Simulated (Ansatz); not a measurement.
**F− with CH₅N: structure and interaction energy**

An exercise on one series of results from a longer session: the logs are not shown, and one member is left open.

The runs use Ansatz 0.2.0, Gaussian basis; PBE0-D4 structure, single points in def2-TZVPPD.

Levels: PBE-D4, revPBE-D4, BLYP-D4, r2SCAN-D4, B97M-V, PBE0-D4, B3LYP-D4, HSE06-D4, wB97X-V, wB97M-V, B2PLYP, Hartree-Fock, MP2, CCSD, CCSD(T). The reference is CCSD(T) extrapolated to the basis limit.

Correlated methods freeze the cores. B3LYP uses VWN-RPA correlation. B2PLYP carries no dispersion term here.

163 further runs of the same task are left out: 163 set aside as unsound or not needed.

### Starting geometry

The pair, from a GFN2-xTB docking trial: 8 atoms, charge -1, spin multiplicity 1.

Atoms are counted from 1 here; the program's logs count them from 0.

Bond lengths: C2–N3 1.443 Å, C2–H4 1.105 Å, C2–H5 1.101 Å, C2–H6 1.092 Å, N3–H7 1.019 Å, N3–H8 1.064 Å. Angles: N3–C2–H4 115.0°, N3–C2–H5 110.4°, N3–C2–H6 108.4°, H4–C2–H5 107.3°, H4–C2–H6 107.4°, H5–C2–H6 108.0°, C2–N3–H7 108.9°, C2–N3–H8 108.3°, H7–N3–H8 104.0°.

As a file:

```
F     0.5135    0.2161   -2.5185
C    -0.3174   -0.4308    0.6702
N     0.6076    0.5185    0.1000
H    -1.3200   -0.4430    0.2063
H    -0.4553   -0.2355    1.7452
H     0.1050   -1.4319    0.5614
H     0.2146    1.4546    0.1855
H     0.6520    0.3520   -0.9501
```

Atoms 1 to 1 are fragment A (F−), the rest fragment B (CH₅N).

Set-up of the first run:

Input file pre/in.yaml:

```yaml
crystal:
  periodic: [false, false, false]
  atoms:
    - {symbol: F, position_ang: [0.513500, 0.216100, -2.518500]}
    - {symbol: C, position_ang: [-0.317400, -0.430800, 0.670200]}
    - {symbol: N, position_ang: [0.607600, 0.518500, 0.100000]}
    - {symbol: H, position_ang: [-1.320000, -0.443000, 0.206300]}
    - {symbol: H, position_ang: [-0.455300, -0.235500, 1.745200]}
    - {symbol: H, position_ang: [0.105000, -1.431900, 0.561400]}
    - {symbol: H, position_ang: [0.214600, 1.454600, 0.185500]}
    - {symbol: H, position_ang: [0.652000, 0.352000, -0.950100]}
basis:
  gaussian: {orbitals: def2-SVPD}
total_charge: -1
hamiltonian: {xc: pbe, dispersion: d4}
relax: {f_tol: 0.03, max_steps: 250}
```

Started as:

```console
> ansatz run in.yaml --threads 2 --pin off --events-out ev --progress --plain --max-ram 5222MiB
```

Among the steps run: A first relaxation in a small basis; Relaxation at PBE0-D4; wB97X-V/def2-TZVPPD; wB97M-V/def2-TZVPPD; B2PLYP/def2-TZVPPD; B97M-V/def2-TZVPPD; CCSD(T)/def2-TZVPPD; MP2/def2-QZVPPD; Vibrations of the pair.

One table of the session follows, with a row left open; its other results are not shown here.

```
      method  interaction (kJ/mol)
      PBE-D4                -85.98
   revPBE-D4                -81.42
     BLYP-D4                -80.19
   r2SCAN-D4                -88.65
      B97M-V                -82.36
     PBE0-D4                -86.91
    B3LYP-D4                -83.05
    HSE06-D4                -86.95
     wB97X-V                -80.67
     wB97M-V                     ?
      B2PLYP                -77.93
Hartree-Fock                -68.15
         MP2                -77.23
        CCSD                -76.04
     CCSD(T)                -77.95
 CCSD(T)/CBS                -82.31
```

**Question.** Estimate the row for wB97M-V.

As computed: interaction (kJ/mol): -81.72. In the column «interaction (kJ/mol)» it lies between CCSD(T)/CBS (-82.31) and revPBE-D4 (-81.42).
